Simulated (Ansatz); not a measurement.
## Hg3Pt in Ansatz: convergence with k mesh

Input of the first run (k mesh 2 × 2 × 2); the others differ in this setting and in those tied to it:

File input.yaml:

```yaml
crystal:
  lattice:
    - [4.344221, 0.0, 0.0]
    - [0.0, 4.344221, 0.0]
    - [0.0, 0.0, 4.344221]
  atoms:
    - { symbol: Hg, position: [0.5, 0.5, 0.0] }
    - { symbol: Hg, position: [0.5, 0.0, 0.5] }
    - { symbol: Hg, position: [0.0, 0.5, 0.5] }
    - { symbol: Pt, position: [0.0, 0.0, 0.0] }
hamiltonian:
  xc: pbe
  pseudopotentials: { kind: paw }
kpoints:
  mp_grid: { grid: [2, 2, 2] }
scf:
  occupations: { method: cold, width: 0.1 }
output:
  forces: true
  stress: true
  eigenvalues: true
```

Potentials or basis: Ansatz PAW.

Command:

```console
$ ansatz run input.yaml --threads 2 --pin off --max-ram 5632MiB --backend cpu --events-out ev --progress --plain --runs-dir out
```

The cell comes from a database or a generator and needn't be the stable form of this composition.

Hardware: 2 threads of Arm Neoverse V2, on a shared host.

Task: The values tried are 2 × 2 × 2, 3 × 3 × 3, 4 × 4 × 4, 5 × 5 × 5, 6 × 6 × 6, 7 × 7 × 7, 9 × 9 × 9, 10 × 10 × 10, loosest first. From which on does the energy stay within 1 meV/atom of the tightest run that finished?

Result: From 9 × 9 × 9 on.

| k mesh | energy less the tightest run, at zero smearing (meV/atom) | pressure (GPa) | SCF cycles | CPU time (s) | peak memory (GiB) |
| --- | --- | --- | --- | --- | --- |
| 2 × 2 × 2 | -124.43 | -4.43 | 7 | 0.97 | 0.31 |
| 3 × 3 × 3 | -35.83 | -0.89 | 7 | 1 | 0.31 |
| 4 × 4 × 4 | -0.31 | -0.87 | 6 | 1.6 | 0.33 |
| 5 × 5 × 5 | -3.23 | -1.37 | 6 | 1.7 | 0.33 |
| 6 × 6 × 6 | -3.39 | -1.35 | 7 | 3.1 | 0.37 |
| 7 × 7 × 7 | 2.85 | -1.40 | 7 | 3 | 0.37 |
| 9 × 9 × 9 | -0.21 | -1.15 | 7 | 5.2 | 0.39 |
| 10 × 10 × 10 | 0.00 | -1.32 | 7 | 8 | 0.44 |

Not settled before the last step: the pressure (to 0.1 GPa). Meshes of other sizes hit other points, so gaps and Fermi surfaces needn't settle smoothly. The tightest run that finished is the yardstick and may itself not be fully converged.

The run has no spin-orbit coupling, so splittings on Hg, Pt are missing.
